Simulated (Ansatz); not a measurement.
# C₂H₃AlO: a spread of methods and bases

Aim: run C₂H₃AlO under a spread of inputs, and see what each costs and gives.

The runs use Ansatz 0.2.0, Gaussian basis; the settings change from run to run.

## Step 1: The geometry

An earlier PBE0-D4 in a triple-zeta def2 set relaxation fixed the geometry.

SMILES `C=[C]1[O][AlH]1`, 7 atoms, charge 0, spin multiplicity 1.

Atoms are counted from 1 here; the program's logs count them from 0.

Bond lengths: C1–C2 1.321 Å, C1–H5 1.086 Å, C1–H6 1.082 Å, C2–O3 1.419 Å, C2–Al4 1.848 Å, O3–Al4 1.727 Å, Al4–H7 1.566 Å. Angles: C2–C1–H5 121.2°, C2–C1–H6 120.1°, H5–C1–H6 118.7°, C1–C2–O3 127.2°, C1–C2–Al4 170.6°, O3–C2–Al4 62.2°, C2–O3–Al4 71.2°, C2–Al4–O3 46.6°, C2–Al4–H7 173.2°, O3–Al4–H7 140.2°.

## Step 2: revPBE/def2-mTZVPP

Options: atoms shaken by 0.03 Å, D3(BJ) with three-body dispersion, the search for lower states set to full.

File in.yaml:

```yaml
crystal:
  periodic: [false, false, false]
  atoms:
    - {symbol: C, position_ang: [-0.557767, 0.862755, 1.007783]}
    - {symbol: C, position_ang: [-0.020224, 0.021902, 0.076358]}
    - {symbol: O, position_ang: [1.130742, -0.735593, 0.258940]}
    - {symbol: Al, position_ang: [0.463674, -0.999954, -1.401315]}
    - {symbol: H, position_ang: [-0.107115, 1.061576, 1.937468]}
    - {symbol: H, position_ang: [-1.434957, 1.480605, 0.691459]}
    - {symbol: H, position_ang: [0.704042, -1.838943, -2.600861]}
basis:
  gaussian: {orbitals: def2-mTZVPP}
hamiltonian: {xc: {name: revPBE}, dispersion: d3bjatm}
scf: {lower_state_search: full}
```

Command:

```sh
$ ansatz run in.yaml --threads 2 --pin off --events-out ev --progress --plain --max-ram 4352MiB
```

What it wrote:

```text
Functional definition: revPBE
  name "revPBE"
  cite "Zhang & Yang, Phys. Rev. Lett. 80, 890 (1998) doi:10.1103/PhysRevLett.80.890"
  cite "Perdew, Burke & Ernzerhof, Phys. Rev. Lett. 77, 3865 (1996) doi:10.1103/PhysRevLett.77.3865"
  parameter kappa = 1.245
  parameter beta = 0.06672455060314922
  exchange = pbe_x(kappa = kappa, mu = beta*pi^2/3)
  correlation = pbe_c(beta = beta)
924 factors; their error is unknown
mean field evaluation 1: about -10751.6502 eV, gradient 7.1e1 eV
mean field evaluation 2: about -10620.1862 eV, gradient 2.1e2 eV
mean field evaluation 4: about -10759.6680 eV, gradient 4.7e1 eV
mean field evaluation 8: about -10763.9947 eV, gradient 2.2e-1 eV
mean field evaluation 16: about -10763.9713 eV, gradient 1.6e-4 eV
mean field evaluation 32: about -10747.4207 eV, gradient 4.2e1 eV
mean field -10763.97133519 eV, -395.5686504863 hartree, gradient 3.7e-5 eV, S^2 0.000000; 0 other end points of the search recorded, 0 dependent functions left out
reference -10763.97138713 eV, -395.5686523953 hartree; 18, 18 occupied and 81, 81 virtual orbitals, 924 factors
Total energy: -10764.25353704 eV, -395.5790212131 hartree
```

Wall time 1.1 s (2 threads of Arm Neoverse V2, shared host).

## Step 3: wB97M-V/cc-pVDZ

Set apart from the defaults: a grid of angular degree 23, finite nuclei, the search for lower states set to light.

File in.yaml:

```yaml
crystal:
  periodic: [false, false, false]
  atoms:
    - {symbol: C, position_ang: [-0.566938, 0.915987, 0.957177]}
    - {symbol: C, position_ang: [-0.051791, 0.078408, 0.075463]}
    - {symbol: O, position_ang: [1.080965, -0.758255, 0.246907]}
    - {symbol: Al, position_ang: [0.445419, -0.999128, -1.340502]}
    - {symbol: H, position_ang: [-0.129771, 1.031914, 1.944780]}
    - {symbol: H, position_ang: [-1.439574, 1.502395, 0.702928]}
    - {symbol: H, position_ang: [0.722890, -1.839420, -2.632452]}
basis:
  gaussian: {orbitals: cc-pVDZ, final_grid: {core_spheres: 8, valence_spheres: 7, degree: 23}, nuclear_model: gaussian}
hamiltonian: {xc: {name: wB97M-V}}
scf: {lower_state_search: light}
```

The command is unchanged.

What it wrote (excerpt; [...] marks lines left out):

```text
Functional definition: wB97M-V
  name "wB97M-V"
  cite "Mardirossian & Head-Gordon, J. Chem. Phys. 144, 214110 (2016) doi:10.1063/1.4952647"
  cite "Becke, J. Chem. Phys. 107, 8554 (1997) doi:10.1063/1.475007"
  cite "Vydrov & Van Voorhis, J. Chem. Phys. 133, 244103 (2010) doi:10.1063/1.3521275"
  # Of w^i u^j: cxij and so on, Table III.
[...]
  gx(w, u) = 1 - cx + cx01*u + cx10*w
  gss(w, u) = css00 + css04*u^4 + css10*w + css20*w^2 + css43*w^4*u^3
  gos(w, u) = cos00 + cos10*w + (cos20 + cos21*u)*w^2 + (cos60 + cos61*u)*w^6
[...]
      + integral(e_c_pw_mod_opposite_spin*gos(b97_w_opposite, b97_u_opposite)) + vv10(b, c)
701 factors; integrals over basis functions are off by at most 1.2e-3 eV
227 factors; integrals over basis functions are off by at most 1.4e-5 eV
[...]
mean field -10763.19077526 eV, -395.5399654379 hartree, gradient 2.6e-5 eV, S^2 0.000000; 0 other end points of the search recorded, 0 dependent functions left out
reference -10763.19083154 eV, -395.5399675062 hartree; 18, 18 occupied and 57, 57 virtual orbitals, 701 factors
Total energy: -10763.19083154 eV, -395.5399675062 hartree
```

Wall time 2.1 s (2 threads of Arm Neoverse V2, shared host).

## Step 4: B3LYP/cc-pVTZ

This run has multiplicity 3, D3(BJ) with three-body dispersion.

Edit in.yaml of step 3 so:

```diff
@@ -11,4 +11,4 @@
 basis:
-  gaussian: {orbitals: cc-pVDZ, final_grid: {core_spheres: 8, valence_spheres: 7, degree: 23}, nuclear_model: gaussian}
-hamiltonian: {xc: {name: wB97M-V}}
-scf: {lower_state_search: light}
+  gaussian: {orbitals: cc-pVTZ}
+magnetization: {spin_polarized: true, initial_magnetization: 2}
+hamiltonian: {xc: {name: B3LYP}, dispersion: d3bjatm}
```

Launched as before.

What it wrote (excerpt; [...] marks lines left out):

```text
Functional definition: B3LYP
  name "B3LYP"
  cite "Stephens, Devlin, Chabalowski & Frisch, J. Phys. Chem. 98, 11623 (1994) doi:10.1021/j100096a001"
  cite "Becke, Phys. Rev. A 38, 3098 (1988) doi:10.1103/PhysRevA.38.3098"
  cite "Lee, Yang & Parr, Phys. Rev. B 37, 785 (1988) doi:10.1103/PhysRevB.37.785"
  cite "Vosko, Wilk & Nusair, Can. J. Phys. 58, 1200 (1980) doi:10.1139/p80-159"
[...]
960 factors; their error is unknown
[...]
mean field -10764.36251685 eV, -395.5830261472 hartree, gradient 8.2e-6 eV, S^2 2.009864; 4 other end points of the search recorded, 0 dependent functions left out
reference -10764.36276738 eV, -395.5830353539 hartree; 19, 17 occupied and 147, 149 virtual orbitals, 960 factors
Total energy: -10764.56955098 eV, -395.5906345114 hartree
```

It took 7 s on 2 threads of Arm Neoverse V2, shared host; peak memory 0.39 GiB.

⟨S²⟩ 2.010.

## Step 5: r2SCAN50/def2-SVPD

This run has atoms shaken by 0.08 Å, high accuracy.

File in.yaml:

```yaml
crystal:
  periodic: [false, false, false]
  atoms:
    - {symbol: C, position_ang: [-0.591030, 0.927360, 0.824761]}
    - {symbol: C, position_ang: [-0.062723, 0.139301, 0.118431]}
    - {symbol: O, position_ang: [1.156221, -0.795962, 0.241686]}
    - {symbol: Al, position_ang: [0.461182, -0.930700, -1.515781]}
    - {symbol: H, position_ang: [-0.080493, 1.000783, 1.953247]}
    - {symbol: H, position_ang: [-1.411715, 1.389681, 0.800095]}
    - {symbol: H, position_ang: [0.688911, -1.938423, -2.592946]}
basis:
  gaussian: {orbitals: def2-SVPD}
hamiltonian: {xc: {name: r2SCAN50}}
accuracy: high
output: {forces: true}
```

The command is unchanged.

What it wrote (excerpt; [...] marks lines left out):

```text
Functional definition: r2SCAN50
  name "r2SCAN50"
  cite "Bursch, Neugebauer, Ehlert & Grimme, J. Chem. Phys. 156, 134105 (2022) doi:10.1063/5.0086040"
  cite "Furness, Kaplan, Ning, Perdew & Sun, J. Phys. Chem. Lett. 11, 8208 (2020) doi:10.1021/acs.jpclett.0c02405"
  cite "Furness, Kaplan, Ning, Perdew & Sun, J. Phys. Chem. Lett. 11, 9248 (2020) doi:10.1021/acs.jpclett.0c03077"
  parent r2scan
[...]
2198 factors; integrals over basis functions are off by at most 3.4e-9 eV
[...]
mean field -10753.11120025 eV, -395.1695478887 hartree, gradient 7.6e-8 eV, S^2 0.000000; 0 other end points of the search recorded, 0 dependent functions left out
[...]
reference -10753.11120099 eV, -395.1695479159 hartree; 18, 18 occupied and 93, 93 virtual orbitals, 2198 factors
Total energy: -10753.11120099 eV, -395.1695479159 hartree
Atom 0 at    -0.591030     0.927360     0.824761 Å, force     3.249962     3.679449    12.033447 eV/Å
Atom 1 at    -0.062723     0.139301     0.118431 Å, force     7.711548   -10.691506    -9.962312 eV/Å
Atom 2 at     1.156221    -0.795962     0.241686 Å, force    -3.348992     2.175658    -2.198110 eV/Å
Atom 3 at     0.461182    -0.930700    -1.515781 Å, force     0.092234     1.542972     5.032021 eV/Å
Atom 4 at    -0.080493     1.000783     1.953247 Å, force    -1.271226    -0.090715    -2.891411 eV/Å
Atom 5 at    -1.411715     1.389681     0.800095 Å, force    -6.644289     3.955019    -1.028982 eV/Å
Atom 6 at     0.688911    -1.938423    -2.592946 Å, force     0.210762    -0.570876    -0.984653 eV/Å
Dipole moment:    -0.241299    -0.013425    -0.751411 e Å
```

It took 11 s on 2 threads of Arm Neoverse V2, shared host; peak memory 0.46 GiB.

Largest force 16.523 eV/Å, dipole 3.79 D.

## Step 6: revPBE0/def2-TZVPD

This run has multiplicity 3, restricted open-shell orbitals, D4 dispersion.

File in.yaml:

```yaml
crystal:
  periodic: [false, false, false]
  atoms:
    - {symbol: C, position_ang: [-0.566938, 0.915987, 0.957177]}
    - {symbol: C, position_ang: [-0.051791, 0.078408, 0.075463]}
    - {symbol: O, position_ang: [1.080965, -0.758255, 0.246907]}
    - {symbol: Al, position_ang: [0.445419, -0.999128, -1.340502]}
    - {symbol: H, position_ang: [-0.129771, 1.031914, 1.944780]}
    - {symbol: H, position_ang: [-1.439574, 1.502395, 0.702928]}
    - {symbol: H, position_ang: [0.722890, -1.839420, -2.632452]}
basis:
  gaussian: {orbitals: def2-TZVPD}
magnetization: {spin_polarized: false, initial_magnetization: 2}
hamiltonian: {xc: {name: revPBE0}, dispersion: d4}
output: {forces: true}
```

Same command.

What it wrote (excerpt; [...] marks lines left out):

```text
Functional definition: revPBE0
  name "revPBE0"
  cite "Zhang & Yang, Phys. Rev. Lett. 80, 890 (1998) doi:10.1103/PhysRevLett.80.890"
  cite "Adamo & Barone, J. Chem. Phys. 110, 6158 (1999) doi:10.1063/1.478522"
  cite "Perdew, Burke & Ernzerhof, Phys. Rev. Lett. 77, 3865 (1996) doi:10.1103/PhysRevLett.77.3865"
[...]
979 factors; their error is unknown
[...]
mean field -10760.40981902 eV, -395.4377671814 hartree, gradient 1.1e-5 eV, S^2 2.000000; 5 other end points of the search recorded, 0 dependent functions left out
[...]
reference -10760.40986644 eV, -395.4377689238 hartree; 19, 17 occupied and 165, 167 virtual orbitals, 979 factors
Total energy: -10760.69983944 eV, -395.4484252350 hartree
Atom 0 at    -0.566938     0.915987     0.957177 Å, force    -1.342124     3.063033     4.146351 eV/Å
Atom 1 at    -0.051791     0.078408     0.075463 Å, force     2.885798    -4.945648    -5.471690 eV/Å
Atom 2 at     1.080965    -0.758255     0.246907 Å, force    -0.287295     1.674300     3.025591 eV/Å
Atom 3 at     0.445419    -0.999128    -1.340502 Å, force    -1.175148     0.053921    -1.886042 eV/Å
Atom 4 at    -0.129771     1.031914     1.944780 Å, force    -0.065903     0.105066     0.108884 eV/Å
Atom 5 at    -1.439574     1.502395     0.702928 Å, force    -0.003662     0.017885     0.031059 eV/Å
Atom 6 at     0.722890    -1.839420    -2.632452 Å, force    -0.011666     0.031443     0.045847 eV/Å
Dipole moment:    -0.207016     0.250198     0.172813 e Å
```

It took 11 s on 2 threads of Arm Neoverse V2, shared host; peak memory 0.57 GiB.

Largest force 7.920 eV/Å, dipole 1.77 D.

## Step 7: PBE-QIDH/aug-pcseg-2

Set apart from the defaults: density fitting with def2-universal-jkfit.

Edit in.yaml of step 6 so:

```diff
@@ -11,5 +11,3 @@
 basis:
-  gaussian: {orbitals: def2-TZVPD}
-magnetization: {spin_polarized: false, initial_magnetization: 2}
-hamiltonian: {xc: {name: revPBE0}, dispersion: d4}
-output: {forces: true}
+  gaussian: {orbitals: aug-pcseg-2, fitting: {mean_field: def2-universal-jkfit}}
+hamiltonian: {xc: {name: PBE-QIDH}}
```

Launched as before.

What it wrote (excerpt; [...] marks lines left out):

```text
Functional definition: PBE-QIDH
  name "PBE-QIDH"
  cite "Brémond, Sancho-García, Pérez-Jiménez & Adamo, J. Chem. Phys. 141, 031101 (2014) doi:10.1063/1.4890314"
  cite "Perdew, Burke & Ernzerhof, Phys. Rev. Lett. 77, 3865 (1996) doi:10.1103/PhysRevLett.77.3865"
[...]
409 factors; integrals over basis functions are off by at most 1.3e0 eV
[...]
mean field -10749.42645706 eV, -395.0341360740 hartree, gradient 3.9e-6 eV, S^2 0.000000; 0 other end points of the search recorded, 0 dependent functions left out
8 core orbitals not correlated: weight in the atoms' cores, before any rotation towards them, 1.000 or more for the frozen orbitals, at most 0.000 for the correlated occupied ones
reference -10749.42647670 eV, -395.0341367956 hartree; 10, 10 occupied and 239, 239 virtual orbitals, 409 factors
second order -19.28862669 eV of doubles, -0.00000000 eV of singles
Total energy: -10755.85601893 eV, -395.2704181145 hartree
```

It took 5 s on 2 threads of Arm Neoverse V2, shared host.

## Step 8: wB97X-V/def2-TZVP

Set apart from the defaults: charge +1, multiplicity 2, restricted open-shell orbitals, atoms shaken by 0.03 Å.

File in.yaml:

```yaml
crystal:
  periodic: [false, false, false]
  atoms:
    - {symbol: C, position_ang: [-0.557916, 0.936228, 0.918940]}
    - {symbol: C, position_ang: [-0.074091, 0.045854, 0.063216]}
    - {symbol: O, position_ang: [1.094587, -0.769625, 0.298357]}
    - {symbol: Al, position_ang: [0.405129, -0.961586, -1.312958]}
    - {symbol: H, position_ang: [-0.139799, 0.991863, 1.948447]}
    - {symbol: H, position_ang: [-1.424632, 1.485598, 0.691485]}
    - {symbol: H, position_ang: [0.742416, -1.854041, -2.615613]}
basis:
  gaussian: {orbitals: def2-TZVP}
total_charge: 1
magnetization: {spin_polarized: false, initial_magnetization: 1}
hamiltonian: {xc: {name: wB97X-V}}
output: {forces: true}
```

Same command.

What it wrote (excerpt; [...] marks lines left out):

```text
Functional definition: wB97X-V
  name "wB97X-V"
  cite "Mardirossian & Head-Gordon, Phys. Chem. Chem. Phys. 16, 9904 (2014) doi:10.1039/C3CP54374A"
  cite "Becke, J. Chem. Phys. 107, 8554 (1997) doi:10.1063/1.475007"
  cite "Vydrov & Van Voorhis, J. Chem. Phys. 133, 244103 (2010) doi:10.1063/1.3521275"
[...]
      + integral(e_c_pw_opposite_spin*poly(b97_u_opposite, cos0, cos1)) + vv10(b, c)
902 factors; their error is unknown
231 factors; integrals over basis functions are off by at most 1.7e-5 eV
[...]
mean field -10755.78435288 eV, -395.2677844360 hartree, gradient 1.8e-5 eV, S^2 0.750000; 4 other end points of the search recorded, 0 dependent functions left out
[...]
reference -10755.78435102 eV, -395.2677843675 hartree; 18, 17 occupied and 130, 131 virtual orbitals, 902 factors
Total energy: -10755.78435102 eV, -395.2677843675 hartree
Atom 0 at    -0.557916     0.936228     0.918940 Å, force     0.249711     0.836816     3.827290 eV/Å
Atom 1 at    -0.074091     0.045854     0.063216 Å, force     3.241969    -2.503412    -0.376167 eV/Å
Atom 2 at     1.094587    -0.769625     0.298357 Å, force    -2.998288     2.466026     0.148306 eV/Å
Atom 3 at     0.405129    -0.961586    -1.312958 Å, force     1.052581    -2.488922    -3.215015 eV/Å
Atom 4 at    -0.139799     0.991863     1.948447 Å, force    -0.211999     0.194619    -0.697683 eV/Å
Atom 5 at    -1.424632     1.485598     0.691485 Å, force    -1.003138     0.877442    -0.384835 eV/Å
Atom 6 at     0.742416    -1.854041    -2.615613 Å, force    -0.330836     0.617432     0.698105 eV/Å
Dipole moment:    -0.458037     0.262437    -0.254979 e Å
```

Wall time 16 s (2 threads of Arm Neoverse V2, shared host); peak memory 0.55 GiB.

Largest force 4.200 eV/Å.

## Step 9: SPW92/6-31G*

Options: unrestricted orbitals, density fitting with cc-pVTZ-jkfit.

File in.yaml:

```yaml
crystal:
  periodic: [false, false, false]
  atoms:
    - {symbol: C, position_ang: [-0.566938, 0.915987, 0.957177]}
    - {symbol: C, position_ang: [-0.051791, 0.078408, 0.075463]}
    - {symbol: O, position_ang: [1.080965, -0.758255, 0.246907]}
    - {symbol: Al, position_ang: [0.445419, -0.999128, -1.340502]}
    - {symbol: H, position_ang: [-0.129771, 1.031914, 1.944780]}
    - {symbol: H, position_ang: [-1.439574, 1.502395, 0.702928]}
    - {symbol: H, position_ang: [0.722890, -1.839420, -2.632452]}
basis:
  gaussian: {orbitals: "6-31G*", fitting: {mean_field: cc-pVTZ-jkfit}}
magnetization: {spin_polarized: true, initial_magnetization: 0}
hamiltonian: {xc: {name: SPW92}}
```

Same command.

What it wrote:

```text
Functional definition: SPW92
  name "SPW92"
  cite "Dirac, Proc. Camb. Phil. Soc. 26, 376 (1930) doi:10.1017/S0305004100016108"
  cite "Slater, Phys. Rev. 81, 385 (1951) doi:10.1103/PhysRev.81.385"
  cite "Perdew & Wang, Phys. Rev. B 45, 13244 (1992) doi:10.1103/PhysRevB.45.13244"
  exchange = slater_x
  correlation = pw_c
448 factors; integrals over basis functions are off by at most 1.5e-1 eV
mean field evaluation 1: about -10691.6742 eV, gradient 4.5e1 eV
mean field evaluation 2: about -10586.3936 eV, gradient 1.3e2 eV
mean field evaluation 4: about -10698.9311 eV, gradient 2.6e1 eV
mean field evaluation 8: about -10701.6185 eV, gradient 1.1e-1 eV
mean field -10701.61957108 eV, -393.2772654189 hartree, gradient 7.3e-5 eV, S^2 0.000000; 0 other end points of the search recorded, 0 dependent functions left out
reference -10701.61960893 eV, -393.2772668099 hartree; 18, 18 occupied and 52, 52 virtual orbitals, 448 factors
Total energy: -10701.61960893 eV, -393.2772668099 hartree
```

Wall time 0.5 s (2 threads of Arm Neoverse V2, shared host).

⟨S²⟩ 0.000.

## Step 10: B97M-V/6-31++G**

Set apart from the defaults: high accuracy, the search for lower states set to full.

Edit in.yaml of step 9 so:

```diff
@@ -11,4 +11,5 @@
 basis:
-  gaussian: {orbitals: "6-31G*", fitting: {mean_field: cc-pVTZ-jkfit}}
-magnetization: {spin_polarized: true, initial_magnetization: 0}
-hamiltonian: {xc: {name: SPW92}}
+  gaussian: {orbitals: "6-31++G**"}
+hamiltonian: {xc: {name: B97M-V}}
+accuracy: high
+scf: {lower_state_search: full}
```

The command is unchanged.

What it wrote (excerpt; [...] marks lines left out):

```text
Functional definition: B97M-V
  name "B97M-V"
  cite "Mardirossian & Head-Gordon, J. Chem. Phys. 142, 074111 (2015) doi:10.1063/1.4907719"
  cite "Becke, J. Chem. Phys. 107, 8554 (1997) doi:10.1063/1.475007"
  cite "Vydrov & Van Voorhis, J. Chem. Phys. 133, 244103 (2010) doi:10.1063/1.3521275"
  # Of w^i u^j: cxij and so on, Table III.
[...]
  gx(w, u) = cx00 + cx01*u + cx02*u^2 + (cx10 + cx11*u)*w
  gss(w, u) = css00 + css02*u^2 + css10*w + (css32*w^3 + css42*w^4)*u^2
  gos(w, u) = cos00 + cos01*u + cos03*u^3 + cos10*w + cos32*w^3*u^2
[...]
      + integral(e_c_pw_mod_opposite_spin*gos(b97_w_opposite, b97_u_opposite)) + vv10(b, c)
1971 factors; integrals over basis functions are off by at most 3.8e-9 eV
[...]
mean field -10762.95082307 eV, -395.5311473576 hartree, gradient 1.9e-8 eV, S^2 0.000000; 0 other end points of the search recorded, 0 dependent functions left out
reference -10762.95083188 eV, -395.5311476815 hartree; 18, 18 occupied and 80, 80 virtual orbitals, 1971 factors
Total energy: -10762.95083188 eV, -395.5311476815 hartree
```

It took 28 s on 2 threads of Arm Neoverse V2, shared host; peak memory 0.49 GiB.

## Step 11: The runs in one table

```
               level  charge  multiplicity  geometry  functions  energy (eV)   time
  revPBE/def2-mTZVPP       0             1    shaken         99   -10764.254  1.1 s
     wB97M-V/cc-pVDZ       0             1   relaxed         75   -10763.191  2.1 s
       B3LYP/cc-pVTZ       0             3   relaxed        166   -10764.570    7 s
  r2SCAN50/def2-SVPD       0             1    shaken        111   -10753.111   11 s
  revPBE0/def2-TZVPD       0             3   relaxed        184   -10760.700   11 s
PBE-QIDH/aug-pcseg-2       0             1   relaxed        257   -10755.856    5 s
   wB97X-V/def2-TZVP       1             2    shaken        148   -10755.784   16 s
        SPW92/6-31G*       0             1   relaxed         70   -10701.620  0.5 s
    B97M-V/6-31++G**       0             1   relaxed         98   -10762.951   28 s
```

## Step 12: What came out

| quantity | value |
| --- | --- |
| runs | 9 |
| quickest | SPW92/6-31G*, 0.5 s |
| slowest | B97M-V/6-31++G**, 28 s |
| spread of total energies, same state and geometry | 61.6 eV |

What this shows: Run time spans a factor of 55, from SPW92/6-31G* to B97M-V/6-31++G**. The jobs differ in tasks and options as well as level. Total energies at one charge and spin differ by 62 eV between levels, so only differences within one level mean anything.
